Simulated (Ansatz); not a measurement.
**CH6BNSn: up Jacob's ladder to CCSD(T)**

An exercise on one series of results from a longer session: the logs are not shown, and one member is left open.

Program: Ansatz 0.2.0, Gaussian basis. Level of theory: functionals in def2-TZVPP, the program's frozen cores in correlated methods. These are calculated values, not measurements.

Levels to be run: LDA (SPW92), PBE-D4, revPBE-D4, BLYP-D4, r2SCAN-D4, B97M-V, PBE0-D4, B3LYP-D4, r2SCANh-D4, r2SCAN0-D4, HSE06-D4, BHLYP-D4, CAM-B3LYP-D4, LC-ωPBE, ωB97X-V, ωB97M-V, B2PLYP, PBE-QIDH; CCSD(T)/def2-SVP; CCSD(T)/def2-TZVPP; MP2/def2-QZVPP; extrapolation to the limit; RPA on PBE.

## The geometry

All runs share one geometry, relaxed beforehand with PBE0-D4 in a triple-zeta def2 set. Sn takes the def2 core potential; no spin-orbit term is included.

SMILES `[CH3][SnH]1[BH][NH]1`, 10 atoms, charge 0, spin multiplicity 1.

Atoms are counted from 1 here; the program's logs count them from 0.

Bond lengths: C1–Sn2 2.149 Å, C1–H5 1.090 Å, C1–H6 1.091 Å, C1–H7 1.090 Å, Sn2–B3 2.237 Å, Sn2–N4 2.173 Å, Sn2–H8 1.723 Å, B3–N4 1.338 Å, B3–H9 1.189 Å, N4–H10 1.009 Å. Angles: Sn2–C1–H5 109.8°, Sn2–C1–H6 109.7°, Sn2–C1–H7 109.5°, H5–C1–H6 109.0°, H5–C1–H7 109.7°, H6–C1–H7 109.1°, C1–Sn2–B3 122.5°, C1–Sn2–N4 105.8°, C1–Sn2–H8 106.7°, B3–Sn2–N4 35.3°, B3–Sn2–H8 120.8°, N4–Sn2–H8 104.7°, Sn2–B3–N4 69.7°, Sn2–B3–H9 145.7°, N4–B3–H9 144.6°, Sn2–N4–B3 75.0°, Sn2–N4–H10 150.8°, B3–N4–H10 134.2°.

Geometry (Å):

```xyz
10
CH6BNSn
C    -0.5272    1.7513    0.0162
Sn   -0.7928   -0.3538   -0.3274
B     0.9196   -1.7232   -0.7720
N     0.9719   -1.3136    0.5002
H    -0.5630    1.9588    1.0858
H    -1.3231    2.3089   -0.4796
H     0.4340    2.0677   -0.3876
H    -2.0858   -0.8620    0.6919
H     1.4553   -2.3891   -1.5981
H     1.5942   -1.4961    1.2734
```

The first run:

Input file in.yaml:

```yaml
crystal:
  periodic: [false, false, false]
  atoms:
    - {symbol: C, position_ang: [-0.527244, 1.751317, 0.016218]}
    - {symbol: Sn, position_ang: [-0.792751, -0.353787, -0.327362]}
    - {symbol: B, position_ang: [0.919617, -1.723198, -0.772028]}
    - {symbol: N, position_ang: [0.971853, -1.313636, 0.500167]}
    - {symbol: H, position_ang: [-0.562956, 1.958784, 1.085753]}
    - {symbol: H, position_ang: [-1.323085, 2.308894, -0.479605]}
    - {symbol: H, position_ang: [0.434046, 2.067655, -0.387630]}
    - {symbol: H, position_ang: [-2.085785, -0.862046, 0.691944]}
    - {symbol: H, position_ang: [1.455253, -2.389113, -1.598072]}
    - {symbol: H, position_ang: [1.594250, -1.496070, 1.273414]}
basis:
  gaussian: {orbitals: def2-TZVPP}
hamiltonian: {xc: lda}
output: {orbitals: {seedname: orbitals}}
```

Steps of the session up to this table: LDA; PBE-D4 (GGA); revPBE-D4 (GGA); BLYP-D4 (GGA); r2SCAN-D4 (meta-GGA); B97M-V (meta-GGA); PBE0-D4 (hybrid); B3LYP-D4 (hybrid); r2SCANh-D4 (hybrid); r2SCAN0-D4 (hybrid); HSE06-D4 (hybrid); BHLYP-D4 (hybrid); CAM-B3LYP-D4 (range-separated); LC-ωPBE (range-separated); ωB97X-V (range-separated); ωB97M-V (range-separated); B2PLYP (double hybrid); PBE-QIDH (double hybrid).

One of the session's tables, all rows but one given; the rest of the session is left out.

It belongs to the step «Frontier levels by functional». 

```
  functional  HOMO (eV)  gap (eV)
 LDA (SPW92)      -5.53      3.64
      PBE-D4      -5.39      3.64
   revPBE-D4      -5.34      3.66
     BLYP-D4      -5.27      3.59
   r2SCAN-D4      -5.58      4.01
      B97M-V      -5.58      3.89
     PBE0-D4      -6.33      5.32
    B3LYP-D4      -6.18      4.93
  r2SCANh-D4      -5.93      4.63
  r2SCAN0-D4      -6.46      5.56
    HSE06-D4          ?         ?
    BHLYP-D4      -7.17      6.92
CAM-B3LYP-D4      -7.52      7.43
     LC-ωPBE      -8.71      9.68
     ωB97X-V      -8.43      9.29
     ωB97M-V      -8.32      8.98
```

**Question.** Estimate the row for HSE06-D4.

As computed: HOMO (eV): -5.94; gap (eV): 4.57. In the column «HOMO (eV)» it lies between B3LYP-D4 (-6.18) and r2SCANh-D4 (-5.93).
